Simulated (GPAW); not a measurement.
# ZnMo3 (Pm-3m) in GPAW: convergence with smearing function

Aim: find how far smearing function must go before the results for ZnMo3 settle, at PBE. This setting moves, with any that are tied to it; all else stays.

All numbers are computed with GPAW 26.7.0; they aren't measurements. Logs are shortened: lines on timing, memory, paths and dates and some standing lists are left out, and cuts for length are marked. The log counts tension as positive stress, the text compression.

### 1 The structure

It takes space group Pm-3m (No. 221, cubic). The conventional cell has a = 3.943 Å, b = 3.943 Å, c = 3.943 Å, α = 90.00°, β = 90.00°, γ = 90.00°. Around Mo (site symmetry 4/mmm) lie 8 Mo at 2.79 Å and 4 Zn at 2.79 Å. Zn (site symmetry m-3m) is surrounded by 12 Mo at 2.79 Å.

The cell comes from a database or a generator and needn't be the stable form of this composition.

### 2 With smearing function fermi-dirac

File run.py:

```python
from ase.dft.bandgap import bandgap
from ase.io import read, write
from ase.units import GPa
from gpaw import GPAW, PW

atoms = read('POSCAR')

calc = GPAW(mode=PW(600),
            xc='PBE',
            kpts={'size': (5, 5, 5), 'gamma': True},
            occupations={'name': 'fermi-dirac', 'width': 0.1},
            nbands=47,
            convergence={'density': 1e-05, 'energy': 1e-05},
            maxiter=100,
            txt='gpaw.txt')
atoms.calc = calc
energy = atoms.get_potential_energy()
forces = atoms.get_forces()
stress = atoms.get_stress()
calc.write('gs.gpw')
write('result.traj', atoms)
print(f'Energy: {energy:.6f} eV')
print('Forces (eV/A):')
print(forces.round(4))
print('Stress (GPa):', (stress / GPa).round(3))
print('Fermi level:', round(calc.get_fermi_level(), 4), 'eV')
print(f'Gap: {bandgap(calc)[0]:.4f} eV, direct: {bandgap(calc, direct=True)[0]:.4f} eV')
```

File POSCAR:

```
ZnMo3
1.0
    3.9431540000      0.0000000000      0.0000000000
    0.0000000000      3.9431540000      0.0000000000
    0.0000000000      0.0000000000      3.9431540000
Mo Zn
3 1
Direct
    0.5000000000      0.5000000000      0.0000000000
    0.5000000000      0.0000000000      0.5000000000
    0.0000000000      0.5000000000      0.5000000000
    0.0000000000      0.0000000000      0.0000000000
```

Potentials or basis: GPAW PAW data sets (gpaw-data 1.2.1), pw.

Command:

```bash
> OMP_NUM_THREADS=1 python run.py
```

Run time: 25 s. Hardware: 1 thread of Arm Neoverse V1, shared host; peak memory 0.18 GiB.

Results (log left out):

| Item | Value |
| --- | --- |
| Free energy | -34.2558 eV |
| Pressure | -1.4 GPa |
| Band gap on the k mesh | none (metal or under the smearing width) |

### 3 With smearing function gaussian

Edit run.py of step 2 so:

```diff
@@ -10,3 +10,3 @@
             kpts={'size': (5, 5, 5), 'gamma': True},
-            occupations={'name': 'fermi-dirac', 'width': 0.1},
+            occupations={'name': 'methfessel-paxton', 'order': 0, 'width': 0.1},
             nbands=47,
```

POSCAR is that of step 2.

Potentials or basis: GPAW PAW data sets (gpaw-data 1.2.1), pw.

Command:

```bash
> OMP_NUM_THREADS=1 python run.py
```

Wall time 25 s (1 thread of Arm Neoverse V1, shared host); peak memory 0.18 GiB.

The run converged. Its results:

```yaml
Free_energy: -34.2031 eV
Pressure: -1.7 GPa
Band_gap_on_the_k_mesh: none (metal or under the smearing width)
```

### 4 With smearing function marzari-vanderbilt

Edit run.py of step 3 so:

```diff
@@ -10,3 +10,3 @@
             kpts={'size': (5, 5, 5), 'gamma': True},
-            occupations={'name': 'methfessel-paxton', 'order': 0, 'width': 0.1},
+            occupations={'name': 'marzari-vanderbilt', 'width': 0.1},
             nbands=47,
```

POSCAR is that of step 3.

Command:

```bash
> OMP_NUM_THREADS=1 python run.py
```

It took 25 s on 1 thread of Arm Neoverse V1, shared host; peak memory 0.18 GiB.

Results (log left out):

| Property | Result |
| --- | --- |
| Free energy | -34.1891 eV |
| Pressure | -1.8 GPa |
| Band gap on the k mesh | none (metal or under the smearing width) |

### 5 With smearing function methfessel-paxton

Edit run.py of step 4 so:

```diff
@@ -10,3 +10,3 @@
             kpts={'size': (5, 5, 5), 'gamma': True},
-            occupations={'name': 'marzari-vanderbilt', 'width': 0.1},
+            occupations={'name': 'methfessel-paxton', 'width': 0.1, 'order': 1},
             nbands=47,
```

POSCAR is that of step 4.

Command:

```bash
> OMP_NUM_THREADS=1 python run.py
```

Run time: 25 s. Hardware: 1 thread of Arm Neoverse V1, shared host; peak memory 0.18 GiB.

The run converged. Its results:

```yaml
Free_energy: -34.1926 eV
Pressure: -1.9 GPa
Band_gap_on_the_k_mesh: none (metal or under the smearing width)
```

### 6 With smearing function tetrahedron-method

Edit run.py of step 5 so:

```diff
@@ -10,3 +10,3 @@
             kpts={'size': (5, 5, 5), 'gamma': True},
-            occupations={'name': 'methfessel-paxton', 'width': 0.1, 'order': 1},
+            occupations={'name': 'tetrahedron-method'},
             nbands=47,
```

POSCAR is that of step 5.

Potentials or basis: GPAW PAW data sets (gpaw-data 1.2.1), pw.

Command:

```bash
> OMP_NUM_THREADS=1 python run.py
```

It took 25 s on 1 thread of Arm Neoverse V1, shared host; peak memory 0.18 GiB.

Results (log left out):

```
Free energy            : -34.1190 eV
Pressure               : -1.2 GPa
Band gap on the k mesh : none (metal or under the smearing width)
```

### 7 With smearing function improved-tetrahedron-method

Edit run.py of step 6 so:

```diff
@@ -10,3 +10,3 @@
             kpts={'size': (5, 5, 5), 'gamma': True},
-            occupations={'name': 'tetrahedron-method'},
+            occupations={'name': 'improved-tetrahedron-method'},
             nbands=47,
```

POSCAR is that of step 6.

Potentials or basis: GPAW PAW data sets (gpaw-data 1.2.1), pw.

Command:

```bash
> OMP_NUM_THREADS=1 python run.py
```

gpaw.txt:

```text
__  _  _
 | _ |_)|_||  |
 |__||  | ||/\| - 26.7.0

Input parameters:
  mode=PW(ecut=600.0),
  convergence={'density': 1e-05, 'energy': 1e-05},
  kpts=MonkhorstPack(size=(5, 5, 5), gamma=True),
  maxiter=100,
  nbands=47,
  occupations=Occupations(name='improved-tetrahedron-method'),
  xc=XC(name='PBE')

Diagonalizing LCAO Hamiltonian
Converting LCAO to pw mode
   .---------.
  /|         |
 * |         |
 |Mo         |
 | |  Mo     |
 | .---------.
 |/    Mo   /
 Zn--------*

Atoms  # Å, Bohr magnetons
|   | symbol |        x |        y |        z |    initial magnetic moments |
|---|--------|----------|----------|----------|-----------------------------|
| 0 |     Mo | 1.971577 | 1.971577 | 0.000000 | ( 0.0000,  0.0000,  0.0000) |
| 1 |     Mo | 1.971577 | 0.000000 | 1.971577 | ( 0.0000,  0.0000,  0.0000) |
| 2 |     Mo | 0.000000 | 1.971577 | 1.971577 | ( 0.0000,  0.0000,  0.0000) |
| 3 |     Zn | 0.000000 | 0.000000 | 0.000000 | ( 0.0000,  0.0000,  0.0000) |

Unit cell  # Å
| periodic |        x |        y |        z |  lengths |    angles |
|----------|----------|----------|----------|----------|-----------|
|      yes | 3.943154 | 0.000000 | 0.000000 | 3.943154 | 90.000000 |
|      yes | 0.000000 | 3.943154 | 0.000000 | 3.943154 | 90.000000 |
|      yes | 0.000000 | 0.000000 | 3.943154 | 3.943154 | 90.000000 |

Number of symmetries: 48
Symmetry operations  # r_c * U_cc + t_c -> r_c
|    | kind |            matrix            |
|----|------|------------------------------|
|  0 |  E   |  1, 0, 0,  0, 1, 0,  0, 0, 1 |
|  1 |  σ   |  1, 0, 0,  0, 1, 0,  0, 0,-1 |
|  2 |  σ   |  1, 0, 0,  0, 0, 1,  0, 1, 0 |
|  3 |  C4  |  1, 0, 0,  0, 0, 1,  0,-1, 0 |
|  4 |  C4  |  1, 0, 0,  0, 0,-1,  0, 1, 0 |
|  5 |  σ   |  1, 0, 0,  0, 0,-1,  0,-1, 0 |
|  6 |  σ   |  1, 0, 0,  0,-1, 0,  0, 0, 1 |
|  7 |  C2  |  1, 0, 0,  0,-1, 0,  0, 0,-1 |
|  8 |  σ   |  0, 1, 0,  1, 0, 0,  0, 0, 1 |
|  9 |  C2  |  0, 1, 0,  1, 0, 0,  0, 0,-1 |
| 10 |  C3  |  0, 1, 0,  0, 0, 1,  1, 0, 0 |
| 11 |  S6  |  0, 1, 0,  0, 0, 1, -1, 0, 0 |
| 12 |  S6  |  0, 1, 0,  0, 0,-1,  1, 0, 0 |
| 13 |  C3  |  0, 1, 0,  0, 0,-1, -1, 0, 0 |
| 14 |  C4  |  0, 1, 0, -1, 0, 0,  0, 0, 1 |
| 15 |  S4  |  0, 1, 0, -1, 0, 0,  0, 0,-1 |
| 16 |  C3  |  0, 0, 1,  1, 0, 0,  0, 1, 0 |
| 17 |  S6  |  0, 0, 1,  1, 0, 0,  0,-1, 0 |
| 18 |  σ   |  0, 0, 1,  0, 1, 0,  1, 0, 0 |
| 19 |  C4  |  0, 0, 1,  0, 1, 0, -1, 0, 0 |
| 20 |  C2  |  0, 0, 1,  0,-1, 0,  1, 0, 0 |
| 21 |  S4  |  0, 0, 1,  0,-1, 0, -1, 0, 0 |
| 22 |  S6  |  0, 0, 1, -1, 0, 0,  0, 1, 0 |
| 23 |  C3  |  0, 0, 1, -1, 0, 0,  0,-1, 0 |
| 24 |  S6  |  0, 0,-1,  1, 0, 0,  0, 1, 0 |
| 25 |  C3  |  0, 0,-1,  1, 0, 0,  0,-1, 0 |
| 26 |  C4  |  0, 0,-1,  0, 1, 0,  1, 0, 0 |
| 27 |  σ   |  0, 0,-1,  0, 1, 0, -1, 0, 0 |
| 28 |  S4  |  0, 0,-1,  0,-1, 0,  1, 0, 0 |
| 29 |  C2  |  0, 0,-1,  0,-1, 0, -1, 0, 0 |
| 30 |  C3  |  0, 0,-1, -1, 0, 0,  0, 1, 0 |
| 31 |  S6  |  0, 0,-1, -1, 0, 0,  0,-1, 0 |
| 32 |  C4  |  0,-1, 0,  1, 0, 0,  0, 0, 1 |
| 33 |  S4  |  0,-1, 0,  1, 0, 0,  0, 0,-1 |
| 34 |  S6  |  0,-1, 0,  0, 0, 1,  1, 0, 0 |
| 35 |  C3  |  0,-1, 0,  0, 0, 1, -1, 0, 0 |
| 36 |  C3  |  0,-1, 0,  0, 0,-1,  1, 0, 0 |
| 37 |  S6  |  0,-1, 0,  0, 0,-1, -1, 0, 0 |
| 38 |  σ   |  0,-1, 0, -1, 0, 0,  0, 0, 1 |
| 39 |  C2  |  0,-1, 0, -1, 0, 0,  0, 0,-1 |
| 40 |  σ   | -1, 0, 0,  0, 1, 0,  0, 0, 1 |
| 41 |  C2  | -1, 0, 0,  0, 1, 0,  0, 0,-1 |
[... 79 lines left out ...]
    Z:       30.0
    valence: 12
    core:    18
    charge:  0.0  # [|e|]
    compensation charges:
      type: gauss
      rc: 0.37  # [Å]
      lmax: 2
    cutoffs:
      filter: 2.14  # [Å]
      core: 2.28  # [Å]
    projectors
    | kind |    occ | energy [eV] | rcut [Å] |
    |------|--------|-------------|----------|
    |   4s |  2.000 |      -5.977 |    1.286 |
    |   4p |  0.000 |      -1.117 |    1.270 |
    |   3d | 10.000 |     -10.142 |    1.180 |
    |    s |        |      21.234 |    1.286 |
    |    p |        |      26.095 |    1.270 |
    |    d |        |      17.070 |    1.180 |

    Using partial waves for Zn as LCAO basis

Reference energy: -379263.544547  # eV

eigensolver:
  PPCG
  Converge bands: occupied
  niter=2

density mixing:
  MSR1-Mixer
  Pratt-step length: 0.05
  Maximum mixing coefficient: 0.75
  Old densities: 10
  SVD Regularization: 0.005
  Good broyden scale: 1.0
  Trust region scale: 1.0
  Backstep threshold: 4.0
  History deletion threshold: 6.0
  Fourier metric: weight=20.0, sigma=0.015

occupation numbers:
  TetrahedronMethod(rcell=[[0.2536040945902696, 0.0, 0.0], [0.0, 0.2536040945902696, 0.0], [0.0, 0.0, 0.2536040945902696]], size=[5, 5, 5], bz2ibzmap=[9, 8, 7, 8, 9, 8, 6, 5, 6, 8, 7, 5, 4, 5, 7, 8, 6, 5, 6, 8, 9, 8, 7, 8, 9, 8, 6, 5, 6, 8, 6, 3, 2, 3, 6, 5, 2, 1, 2, 5, 6, 3, 2, 3, 6, 8, 6, 5, 6, 8, 7, 5, 4, 5, 7, 5, 2, 1, 2, 5, 4, 1, 0, 1, 4, 5, 2, 1, 2, 5, 7, 5, 4, 5, 7, 8, 6, 5, 6, 8, 6, 3, 2, 3, 6, 5, 2, 1, 2, 5, 6, 3, 2, 3, 6, 8, 6, 5, 6, 8, 9, 8, 7, 8, 9, 8, 6, 5, 6, 8, 7, 5, 4, 5, 7, 8, 6, 5, 6, 8, 9, 8, 7, 8, 9], parallel_layout=<1x1x1>)

poisson solver:
  ecut: 4800.0  # eV

xc functional:
  name: PBE with 2 nearest neighbor stencil

convergence criteria:
- Maximum integral of absolute [dens]ity change: 1e-05 electrons / valence electron
- Maximum [total energy] change in last 3 cyles: 1e-05 eV / valence electron
- Maximum integral of absolute [eigenst]ate change: 4e-08 eV^2 / valence electron
maximum number of iterations: 100

SCF iterations
|iter     | |      energy | eigst |  dens |
|---------|-|-------------|-------|-------|
|iter:   1| |  -36.703667 | +0.53 |       |
|iter:   2| |  -36.289068 | -1.43 | -1.06 |
|iter:   3| |  -34.437821 | -0.82 | -1.09 |
|iter:   4| |  -34.219422 | -2.21 | -1.64 |
|iter:   5| |  -34.225976 | -3.00 | -2.08 |
|iter:   6| |  -34.223436 | -3.46 | -2.44 |
|iter:   7| |  -34.223739 | -4.46 | -2.99 |
|iter:   8| |  -34.223817c| -5.17 | -3.41 |
|iter:   9| |  -34.223826c| -6.71 | -4.38 |
|iter:  10| |  -34.223829c| -7.12 | -4.70 |
|iter:  11| |  -34.223830c| -8.20c| -5.64c|

Converged in 11 steps
Energy contributions relative to reference atoms: (reference = -379263.544547)

Energy contributions:
  Kinetic:         -45.741597
  Coulomb:          31.339499
  Zero:             -0.876036
  External:          0.000000
  Xc:              -18.945696
  Entropy:           0.000000
  Spinorbit:         0.000000
  ----------------------------
  Free energy:     -34.223830
  Extrapolated:    -34.223830

dipole moment: (-22.406836, -22.406836, -22.406836)  # |e|*Ang

Fermi level: 11.846
Eigenvalues  # (at kpt = [0.000, 0.000, 0.000])
| band index |      eig [eV] | occ [0-2] |
|------------|---------------|-----------|
|          0 |       -49.286 |     2.000 |
|        ... |               |           |
|         16 |         4.480 |     2.000 |
|         17 |         4.480 |     2.000 |
|         18 |         6.167 |     2.000 |
|         19 |         8.419 |     2.000 |
|         20 |         8.419 |     2.000 |
|         21 |         8.419 |     2.000 |
[... 8 lines left out ...]
|         30 |        14.387 |     0.000 |
|         31 |        14.387 |     0.000 |
|        ... |               |           |
|         46 |        31.322 |     0.000 |

No gap
No difference between direct/indirect transitions

Forces  # eV/Ang
|       x |       y |       z |
|---------|---------|---------|
| 0.00000 | 0.00000 | 0.00000 |  # Mo   0
| 0.00000 | 0.00000 | 0.00000 |  # Mo   1
| 0.00000 | 0.00000 | 0.00000 |  # Mo   2
| 0.00000 | 0.00000 | 0.00000 |  # Zn   3

Stress tensor  # eV/Ang^3
|         x |         y |        z |
|-----------|-----------|----------|
|  0.009417 | -0.000000 | 0.000000 |
| -0.000000 |  0.009417 | 0.000000 |
|  0.000000 |  0.000000 | 0.009417 |

# Writing to gs.gpw (mode='')
```

stdout:

```text
Energy: -34.223830 eV
Forces (eV/A):
[[0. 0. 0.]
 [0. 0. 0.]
 [0. 0. 0.]
 [0. 0. 0.]]
Stress (GPa): [ 1.509  1.509  1.509  0.     0.    -0.   ]
Fermi level: 11.8464 eV
Gap: 0.0000 eV, direct: 0.0000 eV
```

Run time: 25 s. Hardware: 1 thread of Arm Neoverse V1, shared host; peak memory 0.18 GiB.

Results:

```yaml
Free_energy: -34.2238 eV
Pressure: -1.5 GPa
Band_gap_on_the_k_mesh: none (metal or under the smearing width)
```

### 8 Result

| smearing function | energy less the tightest run, at zero smearing (meV/atom) | pressure (GPa) | SCF cycles | CPU time (s) | peak memory (GiB) |
| --- | --- | --- | --- | --- | --- |
| fermi-dirac | 7.14 | -1.38 | 11 | 25 | 0.18 |
| gaussian | 7.56 | -1.72 | 11 | 25 | 0.18 |
| marzari-vanderbilt | 8.69 | -1.83 | 11 | 25 | 0.18 |
| methfessel-paxton | 7.78 | -1.90 | 11 | 25 | 0.18 |
| tetrahedron-method | 26.21 | -1.17 | 11 | 25 | 0.18 |
| improved-tetrahedron-method | 0.00 | -1.51 | 11 | 25 | 0.18 |

Not settled before the last step: the energy (to 1 meV/atom), the pressure (to 0.1 GPa). Narrower smearing needs a denser k mesh, so at a fixed mesh the narrowest width isn't the most accurate. The tightest run that finished is the yardstick and may itself not be fully converged.
